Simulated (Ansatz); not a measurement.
**CoO: compression at zero temperature**

A pressure series on CoO (-3 to 60 GPa): equation of state, axes and gap.

Program: Ansatz 0.2.0. Level of theory: DFT PBE+U, scalar-relativistic, plane waves, PAW. These are calculated values, not measurements.

2 further runs of the same task are left out: 2 set aside as unsound or not needed.

### Step 1. The starting structure

It takes space group R-3m (No. 166, trigonal). Conventional cell: a = 3.073 Å, b = 3.073 Å, c = 7.421 Å, α = 90.00°, β = 90.00°, γ = 120.00°. Co (site symmetry -3m) is surrounded by 6 O at 2.16 Å. O (site symmetry -3m) is surrounded by 6 Co at 2.16 Å.

Structure file:

```cif
data_structure
_symmetry_space_group_name_H-M 'P 1'
_symmetry_Int_Tables_number 1
_cell_length_a 3.0442
_cell_length_b 3.0442
_cell_length_c 3.0442
_cell_angle_alpha 60.638
_cell_angle_beta 60.638
_cell_angle_gamma 60.638
_cell_volume 20.24
loop_
_atom_site_label
_atom_site_type_symbol
_atom_site_fract_x
_atom_site_fract_y
_atom_site_fract_z
_atom_site_occupancy
Co1 Co 0.00000 0.00000 0.00000 1
O1 O 0.50000 0.50000 0.50000 1
```

It goes back to an entry of the Materials Project, which need not be the stable form.

This cell was relaxed beforehand with the same method: volume 10.12 Å³/atom, gap on the mesh 1.17 eV, site moments up to 2.6 μB.

### Step 2. Seeking the band edges

Contents of input.yaml:

```yaml
crystal:
  lattice:
    - [1.5367478305, 0.8872417736, 2.4735049815]
    - [-1.5367478305, 0.8872417736, 2.4735049815]
    - [0.0, -1.7744835472, 2.4735049815]
  atoms:
    - { symbol: Co, position: [0.0, 0.0, 0.0], spin: 2.88 }
    - { symbol: O, position: [0.5, 0.5, 0.5], spin: 0.24 }
basis:
  ecutwfc: 420
kpoints:
  mp_grid: { grid: [12, 12, 12] }
  band_path: { path: [VBM, CBM], npoints: 2 }
hamiltonian:
  xc: pbe
  hubbard: { sites: [{ species: Co, l: d, u_eff: 3.32 }] }
scf:
  occupations: { method: gaussian, width: 0.02 }
output:
  forces: true
  stress: true
  eigenvalues: true
  populations: true
magnetization:
  spin_polarized: true
checkpoint:
  read: start.run
  write: ck
  compress: false
  write_wavefunctions: false
  write_every: 100000
```

The session goes on with these runs: relaxing at -3 GPa; the gap over the whole zone at -3 GPa; relaxing at 3 GPa; seeking the band edges at 3 GPa; target pressure 8 GPa; the gap over the whole zone at 8 GPa; target pressure 15 GPa; the gap over the whole zone at 15 GPa; relaxing at 30 GPa; band edges over the zone at 30 GPa; relaxing at 60 GPa; seeking the band edges at 60 GPa.

**Question.** What will these runs give? Wanted: bulk modulus B0; B0'.

The runs gave:

| quantity | value |
| --- | --- |
| volume at 60 GPa | 8.14 Å³/atom, V/V0 = 0.804 |
| bulk modulus B0 (third-order Birch-Murnaghan) | 169 GPa |
| B0' | 4.4 |
| gap at 0 and 60 GPa | 1.17 eV; 0.45 eV |

In words: At 60 GPa the crystal has lost 19.6 % of its volume. A third-order Birch-Murnaghan curve fits the points with B0 = 169 GPa. The gap goes from 1.17 eV at zero pressure to 0.45 eV at 60 GPa. The symmetry of the start is kept, so a transition to another structure would not show. Other magnetic orders or occupations could lie lower; they were not searched in full.
